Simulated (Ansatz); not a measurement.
Runs of Ansatz 0.2.0 on NbTe. The structure is hexagonal, space group P-6m2 (No. 187). The conventional cell has a = 3.703 Å, b = 3.703 Å, c = 3.694 Å, α = 90.00°, β = 90.00°, γ = 120.00°. Te (site symmetry -6m2) is surrounded by 6 Nb at 2.83 Å. Nb (site symmetry -6m2) has 6 Te at 2.83 Å as nearest neighbours. The cell comes from a database or a generator and needn't be the stable form of this composition.

| task | level | potentials or basis | U | k mesh | cutoff (eV) | smearing | basis error allowed | mesh quality | gap on the mesh (eV) | pressure (GPa) | V0 of scaled cells (Å³/atom) | B0 (GPa) |
| --- | --- | --- | --- | --- | --- | --- | --- | --- | --- | --- | --- | --- |
| band structure | PBEsol | all-electron LAPW, inner shells corrected to Dirac's equation | - | 8 × 8 × 7 | 233 | fermi-dirac 0.05 eV | 0.001 eV/atom | not flagged | - | -5.2 | - | - |
| single point | PBEsol | all-electron LAPW, scalar-relativistic | - | 8 × 8 × 7 | 233 | gaussian 0.1 eV | 0.001 eV/atom | not flagged | none | -5.3 | - | - |
| equation of state | PBEsol | all-electron LAPW, scalar-relativistic | - | 8 × 8 × 7 | - | fermi-dirac 0.05 eV | 0.001 eV/atom | not flagged | - | - | 21.02 | 136 |
| equation of state | PBE | all-electron LAPW, scalar-relativistic | - | 8 × 8 × 7 | - | fermi-dirac 0.05 eV | 0.0005 eV/atom | not flagged | - | - | (b) | 122 |
| single point | PBEsol | all-electron LAPW, scalar-relativistic | - | 5 × 5 × 4 | 233 | fermi-dirac 0.03 eV | 0.001 eV/atom | coarse | none | -5.3 | - | - |
| single point | PBEsol | all-electron LAPW, scalar-relativistic | - | 8 × 8 × 7 | 233 | fermi-dirac 0.05 eV | 0.001 eV/atom | not flagged | none | -5.2 | - | - |
| density of states | LDA+U | all-electron LAPW, scalar-relativistic | Nb d U = 5.0 eV | 8 × 8 × 7 | 233 | tetrahedron | 0.001 eV/atom | not flagged | none | (a) | - | - |
| phonons | PBEsol | all-electron LAPW, scalar-relativistic | - | 8 × 8 × 7 | 251 | fermi-dirac 0.05 eV | 0.001 eV/atom | not flagged | none | - | - | - |

Alike in all rows: no spin polarisation; cell as given.

Q: Fill in the values left out.

A: (a) -6.4; (b) 21.82.

Caveats: some runs use coarse meshes; the cell was scaled at fixed shape and fractional positions, which overstates the stiffness of a crystal with free parameters, most of all of layers and chains (some runs); the k mesh is thin for a metal, which can move the energy by tens of meV per atom (some runs); the program warned that the printed levels may be off, so bands, gaps and densities of states are rough (some runs); U is the effective U less J, on atomic orbitals that reach past the spheres (some runs); U without spin polarisation on a metal has little footing (some runs); the U is typed as a test and isn't derived for this compound (some runs); a metal's response needs a denser mesh (some runs).

A k mesh can miss the band edges, and the runs leave out spin-orbit coupling on Nb, Te.

A gap of «none» marks a metal or a gap under the smearing width.

Not every run made on this cell is shown here.
